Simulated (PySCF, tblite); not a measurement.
# C4H11GaN2S: geometry, infrared bands and NMR shifts

What infrared bands and NMR shifts should C4H11GaN2S (`N#CCCS[CH2][GaH2-][NH3+]`) show?

The runs use tblite 0.8.0 and PySCF 2.14.0, with density-fitted response routines of our own; the level of theory stands in each step. All values are computed, except where a source is named. Atoms are numbered from 0 throughout.

**1. Starting geometry**

19 atoms, charge 0, multiplicity 1; geometry from: force field or distance geometry start.

Bonds of the start (Å): N0–C1 1.18, C1–C2 1.45, C2–C3 1.54, C3–S4 1.82, S4–C5 1.78, C5–Ga6 1.99, Ga6–N7 1.91, C2–H8 1.08, C2–H9 1.10, C3–H10 1.11, C3–H11 1.12, C5–H12 1.17, C5–H13 1.11, Ga6–H14 1.58, Ga6–H15 1.65, N7–H16 1.06, N7–H17 1.03, N7–H18 1.06.

**2. Optimising the geometry with GFN2-xTB**

Job settings and geometry (Å):

```
{"job": {"kind": "relax", "xc": "GFN2-xTB", "basis": "xTB"}, "charge": 0, "multiplicity": 1}
N      4.618500     2.435600     0.647400
C      4.023800     1.426700     0.491800
C      3.336800     0.157200     0.337900
C      1.869100     0.484300     0.023200
S      0.883200    -0.996600    -0.382600
C     -0.776200    -0.488200    -0.773400
Ga    -2.206100    -1.055700     0.495400
N     -3.789700    -0.054300     0.132000
H      3.769500    -0.431000    -0.453700
H      3.438200    -0.398400     1.287500
H      1.773900     1.128300    -0.871400
H      1.505100     0.961900     0.970100
H     -0.768900     0.682500    -0.678000
H     -1.100800    -0.621400    -1.825100
H     -1.825300    -0.941200     2.026500
H     -2.580000    -2.635000     0.196400
H     -4.231000     0.259600     1.045800
H     -3.476800     0.731200    -0.454800
H     -4.472800    -0.636300    -0.435100
```

Command:

```sh
$ OMP_NUM_THREADS=1 python probes_run.py task.json out
```

The driver reads the jobs from task.json and runs them one after another.

**Question.** This job is followed by: GFN2-xTB harmonic vibrations, gas phase; GIAO PBE0/pcSseg-1 NMR shielding, non-relativistic, gas phase. Predict these results of the whole session: strongest single infrared mode (GFN2-xTB); zero-point energy (GFN2-xTB); ¹³C shifts against TMS (PBE0/pcSseg-1); ¹H shifts against TMS (PBE0/pcSseg-1, means over atoms taken as alike); ¹⁵N shifts against NH3 (PBE0/pcSseg-1); ³³S shifts against CS2 (PBE0/pcSseg-1); shieldings of Ga (PBE0/pcSseg-1); surface potential, 1st and 99th percentile.

**Answer**, as computed:

| quantity | value |
| --- | --- |
| strongest single infrared mode (GFN2-xTB) | 1820 cm⁻¹, 437 km/mol |
| zero-point energy (GFN2-xTB) | 87.0 kcal/mol |
| ¹³C shifts against TMS (PBE0/pcSseg-1) | 123.0, 41.4, 19.0, 13.4 ppm |
| ¹H shifts against TMS (PBE0/pcSseg-1, means over atoms taken as alike) | 3.62, 2.64, 2.39, 1.75, 1.41 ppm |
| ¹⁵N shifts against NH3 (PBE0/pcSseg-1) | 297.7, 35.5 ppm |
| ³³S shifts against CS2 (PBE0/pcSseg-1) | -89 ppm |
| shieldings of Ga (PBE0/pcSseg-1) | Ga6 1585.6 ppm |
| surface potential, 1st and 99th percentile | -1.94 V and 2.48 V |

In words: Over 197 steps the energy fell by 1.252 eV; of the close pairs, S4–Ga6 changed most, 3.212 to 2.660 Å. All 51 modes are real, so the xTB geometry is a minimum. The strongest single mode, at 1820 cm⁻¹, moves mainly H15. Unscaled tight-binding wavenumbers are off by several per cent, some by more. Its intensities can rank the bands wrongly. The most deshielded carbon is C1 (nitrile carbon), at 123.0 ppm: this is the usual window of a C≡N carbon, which has no attached hydrogen. Spin-orbit coupling is left out, which matters for shieldings and couplings at and beside the heavy atoms.
